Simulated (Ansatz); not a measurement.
**GaAsH2+ (doublet): from Hartree-Fock to the top rungs, cc-pVDZ**

An exercise on one series of results from a longer session: the logs are not shown, and one member is left open.

The runs use Ansatz 0.2.0, Gaussian basis; cc-pVDZ, core rule «outside noble gas», up to 28 orbitals frozen.

Plan: UHF; CCSD(T) on ROHF; CCSD(T) on UHF; BCCD(T) on ROHF; CISD; CCSDT(Q) on ROHF; CCSDT(Q) on UHF; CCSDTQ on ROHF.

9 further runs of the same task are left out: 5 for a known fault of the program, 4 set aside as unsound or not needed.

## What is computed

The geometry is a PBE0/def2-TZVP stationary point (not a proven minimum) of the parent state, kept for this charge and spin. No spin-orbit coupling is included. The filled d shell of Ga, As may be among the frozen orbitals whatever the setting's name suggests; the logs give the count.

4 atoms, charge 1, spin multiplicity 2.

Atoms are counted from 1 here; the program's logs count them from 0.

Bond lengths: Ga1–As2 2.303 Å, Ga1–H3 1.568 Å, Ga1–H4 1.568 Å. Angles: As2–Ga1–H3 118.9°, As2–Ga1–H4 118.9°, H3–Ga1–H4 122.1°.

The first run:

in.yaml

```yaml
crystal:
  periodic: [false, false, false]
  atoms:
    - {symbol: Ga, position_ang: [0.000000, 0.000000, 1.166243]}
    - {symbol: As, position_ang: [0.000000, 0.000000, -1.137111]}
    - {symbol: H, position_ang: [0.000000, 1.371735, 1.924811]}
    - {symbol: H, position_ang: [0.000000, -1.371735, 1.924811]}
basis:
  gaussian: {orbitals: cc-pVDZ}
total_charge: 1
magnetization: {spin_polarized: true, initial_magnetization: 1}
hamiltonian: {xc: hf}
output: {orbitals: {seedname: orbitals}}
```

Launch:

```
> ansatz run in.yaml --threads 1 --pin off --events-out ev --progress --plain --max-ram 4096MiB --backend cpu
```

Among the steps run: UHF; CCSD(T) on ROHF; CCSD(T) on UHF; BCCD(T) on ROHF; CISD; CCSDT(Q) on ROHF; CCSDT(Q) on UHF; CCSDTQ on ROHF.

One of the session's tables, all rows but one given; the rest of the session is left out.

| method | from RCCSDTQ (kJ/mol) |
| --- | --- |
| ROHF | +435.0 |
| UHF | ? |
| RMP2 | +112.8 |
| UMP2 | +120.3 |
| RCCSD | +15.4 |
| UCCSD | +17.3 |
| RCCSD(T) | +4.4 |
| UCCSD(T) | +6.0 |
| BCCD(T) | +4.4 |
| RCCSDT | +0.8 |
| UCCSDT | +0.9 |
| RCCSDT(Q) | +0.1 |
| UCCSDT(Q) | -0.1 |
| RCCSDTQ | 0 |

**Question.** Estimate the row for UHF.

As computed: from RCCSDTQ (kJ/mol): +409.2. In the column «from RCCSDTQ (kJ/mol)» it lies between UMP2 (+120.3) and ROHF (+435.0).

Limits of these values: The determinant is far from a pure spin state, so its energy mixes those of several spin states (harmless only where they are near-degenerate, as at dissociation). The program flags UCCSD(T) as in doubt, so those rows may rest on another solution; read them beside their warnings. Restricted and unrestricted rows rest on different reference determinants; where their highest levels disagree by more than a few hundredths of an eV, they describe different states and don't form one ladder.
